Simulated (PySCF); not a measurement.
# [Nd(CH3)2]+: other functionals and bases at one geometry

How far do other levels of theory move the description of [Nd(CH3)2]+, and what does each cost? It is a constructed species; whether it can be made isn't addressed.

Program: PySCF 2.14.0. Level of theory: several levels, as the steps say, no spin–orbit coupling. These are calculated values, not measurements.

1 further run of the same task is left out (for a known fault of the program).

**1. The system as given**

9 atoms, charge 1, spin multiplicity 1.

Bond lengths: Nd1–C2 2.310 Å, Nd1–H3 2.940 Å, Nd1–H4 2.897 Å, Nd1–H5 2.874 Å, Nd1–C6 2.310 Å, Nd1–H7 2.940 Å, Nd1–H8 2.897 Å, Nd1–H9 2.874 Å, C2–H3 1.106 Å, C2–H4 1.108 Å, C2–H5 1.107 Å, C6–H7 1.106 Å, C6–H8 1.108 Å, C6–H9 1.107 Å. Angles: C2–Nd1–H3 20.1°, C2–Nd1–H4 20.9°, C2–Nd1–H5 21.3°, C2–Nd1–C6 98.1°, C2–Nd1–H7 117.4°, C2–Nd1–H8 91.6°, C2–Nd1–H9 82.7°, H3–Nd1–H4 35.6°, H3–Nd1–H5 35.9°, H3–Nd1–C6 117.4°, H3–Nd1–H7 137.2°, H3–Nd1–H8 107.9°, H3–Nd1–H9 102.8°, H4–Nd1–H5 35.8°, H4–Nd1–C6 91.6°, H4–Nd1–H7 107.9°, H4–Nd1–H8 92.5°, H4–Nd1–H9 72.2° and more.

As a file:

```xyz
9
C2H6Nd
Nd    0.00000    0.00000   -0.26880
C     1.74399    0.02107    1.24538
H     2.72851   -0.22312    0.80401
H     1.83215    1.01085    1.73521
H     1.53942   -0.70985    2.05172
C    -1.74399   -0.02107    1.24538
H    -2.72851    0.22312    0.80401
H    -1.83215   -1.01085    1.73521
H    -1.53942    0.70985    2.05172
```

Formal oxidation states: Nd +3. Each metal's 3 4f electrons lie in its core potential, so multiplicities, spins and levels count the valence alone. An earlier session relaxed this geometry at PBE0, Nd lcecp-1-SVP with ECP49, C def2-SVP, H def2-SVP (singlet, point group C2).

At PBE0 on the finer grid: E = -113.312444 Eh, HOMO -11.38 eV, LUMO -6.84 eV, Mulliken charge on Nd1 +1.24 e, largest force component 0.015 eV/Å. 

Levels to run: M06-L; HF; PBE0, TZVP. Hardware: 2 threads of Arm Neoverse V2, shared host.

**2. M06-L**

File run.py (the lines that set the calculation):

```python
mol = gto.M(atom='''
Nd     0.00000     0.00000    -0.26880
C      1.74399     0.02107     1.24538
H      2.72851    -0.22312     0.80401
H      1.83215     1.01085     1.73521
H      1.53942    -0.70985     2.05172
C     -1.74399    -0.02107     1.24538
H     -2.72851     0.22312     0.80401
H     -1.83215    -1.01085     1.73521
H     -1.53942     0.70985     2.05172''',
    basis={'Nd': 'lcecp-1-SVP', 'C': 'def2-SVP', 'H': 'def2-SVP'},
    ecp={'Nd': 'lcecp-1-SVP'},
    charge=1, spin=0)
mf = dft.RKS(mol, xc='M06L')
mf.grids.atom_grid = (75, 302)  # f atoms: unpruned, at least (60, 302)
mf = mf.density_fit()  # fitting sets: Nd AutoAux, C def2-universal-JKFIT, H def2-universal-JKFIT
mf.conv_tol = 1e-08; mf.max_cycle = 55
mf.kernel(dm0)  # dm0: the density of the relaxed state
```

Launch:

```console
> OMP_NUM_THREADS=2 python run.py
```

**3. HF**

Edit run.py (the lines that set the calculation) of step 2 so:

```diff
@@ -13,4 +13,3 @@
     charge=1, spin=0)
-mf = dft.RKS(mol, xc='M06L')
-mf.grids.atom_grid = (75, 302)  # f atoms: unpruned, at least (60, 302)
+mf = scf.RHF(mol)
 mf = mf.density_fit()  # fitting sets: Nd AutoAux, C def2-universal-JKFIT, H def2-universal-JKFIT
```

**4. PBE0, TZVP**

Basis: Nd lcecp-1-TZVP with ECP49, C def2-TZVP, H def2-TZVP. 

File run.py (the lines that set the calculation):

```python
mol = gto.M(atom='''
Nd     0.00000     0.00000    -0.26880
C      1.74399     0.02107     1.24538
H      2.72851    -0.22312     0.80401
H      1.83215     1.01085     1.73521
H      1.53942    -0.70985     2.05172
C     -1.74399    -0.02107     1.24538
H     -2.72851     0.22312     0.80401
H     -1.83215    -1.01085     1.73521
H     -1.53942     0.70985     2.05172''',
    basis={'Nd': 'lcecp-1-TZVP', 'C': 'def2-TZVP', 'H': 'def2-TZVP'},
    ecp={'Nd': 'lcecp-1-TZVP'},
    charge=1, spin=0)
mf = dft.RKS(mol, xc='PBE0')
mf.grids.atom_grid = (75, 302)  # f atoms: unpruned, at least (60, 302)
mf = mf.density_fit()  # fitting sets: Nd AutoAux, C def2-universal-JKFIT, H def2-universal-JKFIT
mf.conv_tol = 1e-08; mf.max_cycle = 55
mf.kernel(dm0)  # dm0: free metal ions and neutral atoms
```

What does the calculation give? Wanted: for each run, HOMO; gap; charge on Nd1; dipole; largest force.

The runs gave:

| level | state | HOMO (eV) | gap (eV) | charge on Nd1 (e) | dipole (D) | largest force (eV/Å) | basis functions | time |
| --- | --- | --- | --- | --- | --- | --- | --- | --- |
| PBE0 (relaxed here) | singlet | -11.38 | 4.54 | 1.24 | 3.63 | 0.01 | 91 | 14 s |
| M06-L | singlet | -10.31 | 3.51 | 1.35 | 3.77 | 0.10 | 91 | 8.4 s |
| HF | singlet | -13.86 | 9.35 | 1.53 | 5.07 | 0.77 | 91 | 1.9 s |
| PBE0, TZVP | singlet | -11.34 | 4.54 | 1.59 | 3.79 | 0.26 | 145 | 12 s |

Times are on 2 threads of Arm Neoverse V2, shared host; the first row also made further properties. The dipole of a charged species depends on the origin, so these sizes hold for this origin alone.

In one basis the HOMO–LUMO gap runs from 3.51 eV (M06-L) to 9.35 eV (HF). The largest leftover force, 0.77 eV/Å with HF, stands at a geometry relaxed at another level. The Mulliken charge on Nd spans +1.24 to +1.59 e over the levels. With 4f in the core, its levels are missing from HOMO and gap. Total energies of different levels can't be compared. Spin–orbit coupling is left out throughout.
